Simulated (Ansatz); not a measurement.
# TiSi3O8: the band gap up the ladder of functionals

The task here is to estimate one member of a computed series from the others.

Code: Ansatz 0.2.0. PAW datasets, plane waves. All values are calculated for a non-magnetic cell, which may be hypothetical.

## The cell

The cell was relaxed beforehand with r2SCAN.

The symmetry is P2 (No. 3, monoclinic); a = 4.219 Å, b = 5.116 Å, c = 4.599 Å, β = 91.9° in the conventional setting, 8.27 Å³ an atom. Ti has 6 O at 1.89–2.03 Å; Si has 6 O at 1.72–1.84 Å; Si has 6 O at 1.77–1.85 Å; Si has 6 O at 1.73–1.85 Å; O has 2 Si at 1.72–1.81 Å and 1 Ti at 1.89 Å.

Coordinates:

```
Ti Si O
1.0
     4.58330    0.07208    0.36926
     0.07313    4.21845    0.00890
    -0.41077   -0.00360    5.09906
Ti Si O
1 3 8
Direct
  0.25000 0.50000 0.67501
  0.75000 0.00000 0.85333
  0.75000 0.50000 0.34129
  0.25000 0.00000 0.15838
  0.43364 0.79620 0.89075
  0.60237 0.26366 0.61127
  0.57519 0.23970 0.11458
  0.42475 0.73598 0.36939
  0.07525 0.26402 0.36939
  0.92481 0.76030 0.11458
  0.89763 0.73634 0.61127
  0.06636 0.20380 0.89075
```

Set-up of the first run:

Contents of input.yaml:

```yaml
crystal:
  lattice:
    - [4.5832997634, 0.0720803808, 0.3692616107]
    - [0.0731323478, 4.2184536015, 0.0089005093]
    - [-0.4107653236, -0.0036039059, 5.0990626258]
  atoms:
    - { symbol: Ti, position: [0.2500009447, 0.5000005811, 0.6750086922] }
    - { symbol: Si, position: [0.7500005873, 0.9999980537, 0.8533297644] }
    - { symbol: Si, position: [0.750000025, 0.499999885, 0.3412898164] }
    - { symbol: Si, position: [0.250000916, 2.6722e-06, 0.1583776979] }
    - { symbol: O, position: [0.4336355252, 0.7962021615, 0.8907521375] }
    - { symbol: O, position: [0.6023664562, 0.2636583699, 0.6112745551] }
    - { symbol: O, position: [0.5751911073, 0.2397031536, 0.1145756263] }
    - { symbol: O, position: [0.4247487088, 0.7359814162, 0.3693939053] }
    - { symbol: O, position: [0.0752514501, 0.2640180092, 0.3693947264] }
    - { symbol: O, position: [0.9248069048, 0.7602970481, 0.1145759959] }
    - { symbol: O, position: [0.8976340332, 0.7363404347, 0.6112745083] }
    - { symbol: O, position: [0.0663633415, 0.2037982147, 0.8907525743] }
kpoints:
  mp_grid: { grid: [6, 6, 6] }
  band_path:
    path:
      - [0.0, 0.0, 0.0]
      - [7.14518269333e-07, -3.420735272025e-18, -0.4999999999893]
      - [-0.4999992854811, 8.197614892988e-18, -0.4999999999893]
      - [-0.4999999999994, 1.296188491223e-17, 1.683739221297e-18]
      - [0.0, 0.0, 0.0]
      - [-0.4999999999994, -0.5, -3.963647440786e-06]
      - [-0.4999992854811, -0.5, -0.5000039636368]
      - [7.14518269333e-07, -3.420735272025e-18, -0.4999999999893]
      - [7.145182464797e-07, -0.5, -0.5000039636368]
      - [-2.285761472399e-14, -0.5, -3.963647440785e-06]
      - [0.0, 0.0, 0.0]
    npoints: 10
hamiltonian:
  xc: pbe
scf:
  occupations: { method: fermi_dirac, width: 0.02 }
  n_extra_bands: 7
output:
  forces: true
  stress: true
  eigenvalues: true
  write_density: true
  write_potential: true
  elf: true
  volumetric_format: npy
```

Steps of the session up to this table: PBE band path; Single point with r2SCAN; HSE06 at the same geometry; Single point with PBE0.

One table of the session follows, with a row left open; its other results are not shown here.

```
 level  gap (eV)
   PBE      2.65
r2SCAN      3.06
 HSE06         ?
  PBE0      5.14
```

Q: Estimate the row for HSE06 from the others.

**Answer.** gap (eV): 4.37. In the column «gap (eV)» it lies between r2SCAN (3.06) and PBE0 (5.14).

Meshes: PBE 6×6×6, r2SCAN 6×6×6, HSE06 4×4×4, PBE0 4×4×4

In words: PBE gives the least gap, 2.65 eV, and PBE0 the largest, 5.14 eV. Against HSE06, PBE is short by 1.72 eV, at 61 % of it, and r2SCAN 70 %. PBE0 lies 0.77 eV above HSE06, which differs from it by screening the long-range exchange.

Caveats from the session: Warnings in the runs' records: near symmetry operations not taken, stress exchange threshold loose, stress scf threshold loose.
